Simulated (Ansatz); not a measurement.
# C₂H₇BClGa: basis-set convergence

The task here is to estimate one member of a computed series from the others.

The runs use Ansatz 0.2.0, Gaussian basis; one geometry, several basis sets.

Levels to be run: PBE0-D4/def2-SVP; ωB97M-V/def2-SVP; PBE0-D4/def2-QZVPP; ωB97M-V/def2-QZVPP; the functionals' def2-TZVPP values are taken from earlier runs.

## The relaxed structure

An earlier PBE0-D4 in a triple-zeta def2 set relaxation fixed the geometry.

SMILES `[BH2][GaH][CH2]CCl`, 12 atoms, charge 0, spin multiplicity 1.

Atoms are counted from 1 here; the program's logs count them from 0.

Bond lengths: B1–Ga2 2.074 Å, B1–H6 1.200 Å, B1–H7 1.198 Å, Ga2–C3 2.016 Å, Ga2–H8 1.577 Å, C3–C4 1.505 Å, C3–H9 1.093 Å, C3–H10 1.091 Å, C4–Cl5 1.827 Å, C4–H11 1.090 Å, C4–H12 1.089 Å. Angles: Ga2–B1–H6 121.5°, Ga2–B1–H7 122.9°, H6–B1–H7 115.5°, B1–Ga2–C3 121.5°, B1–Ga2–H8 122.5°, C3–Ga2–H8 115.6°, Ga2–C3–C4 104.3°, Ga2–C3–H9 113.6°, Ga2–C3–H10 109.4°, C4–C3–H9 110.1°, C4–C3–H10 111.0°, H9–C3–H10 108.4°, C3–C4–Cl5 108.9°, C3–C4–H11 115.7°, C3–C4–H12 112.8°, Cl5–C4–H11 104.7°, Cl5–C4–H12 104.5°, H11–C4–H12 109.3°.

The first run:

File in.yaml:

```yaml
crystal:
  periodic: [false, false, false]
  atoms:
    - {symbol: B, position_ang: [-1.990803, 1.379009, 0.012530]}
    - {symbol: Ga, position_ang: [-0.019350, 1.072126, -0.553386]}
    - {symbol: C, position_ang: [1.200059, -0.145524, 0.492241]}
    - {symbol: C, position_ang: [0.693407, -1.530252, 0.189221]}
    - {symbol: Cl, position_ang: [0.015124, -1.555461, -1.507468]}
    - {symbol: H, position_ang: [-2.292723, 2.236197, 0.796341]}
    - {symbol: H, position_ang: [-2.899999, 0.724847, -0.413323]}
    - {symbol: H, position_ang: [0.667004, 1.890073, -1.713766]}
    - {symbol: H, position_ang: [1.179532, 0.033977, 1.569939]}
    - {symbol: H, position_ang: [2.225438, -0.019294, 0.141273]}
    - {symbol: H, position_ang: [1.443529, -2.320662, 0.198990]}
    - {symbol: H, position_ang: [-0.144218, -1.820335, 0.821509]}
basis:
  gaussian: {orbitals: def2-SVP}
hamiltonian: {xc: pbe0, dispersion: d4}
output: {orbitals: {seedname: orbitals}}
```

Run with:

```
> ansatz run in.yaml --threads 4 --pin off --events-out ev --progress --plain --max-ram 10444MiB
```

Among the steps run: PBE0-D4 in def2-SVP; ωB97M-V in def2-SVP; PBE0-D4 in def2-QZVPP; ωB97M-V in def2-QZVPP.

One of the session's tables, all rows but one given; the rest of the session is left out.

It belongs to the step «Functionals by basis». 

| functional | basis | HOMO (eV) | LUMO (eV) |
| --- | --- | --- | --- |
| PBE0-D4 | def2-SVP | -7.08 | -1.99 |
| PBE0-D4 | def2-TZVPP | ? | ? |
| PBE0-D4 | def2-QZVPP | -7.13 | -2.10 |
| ωB97M-V | def2-SVP | -9.20 | 0.02 |
| ωB97M-V | def2-TZVPP | -9.26 | -0.19 |
| ωB97M-V | def2-QZVPP | -9.27 | -0.26 |

Estimate the missing values for PBE0-D4, def2-TZVPP.

**Answer.** HOMO (eV): -7.12; LUMO (eV): -2.08. In the column «HOMO (eV)» it lies between PBE0-D4, def2-QZVPP (-7.13) and PBE0-D4, def2-SVP (-7.08).
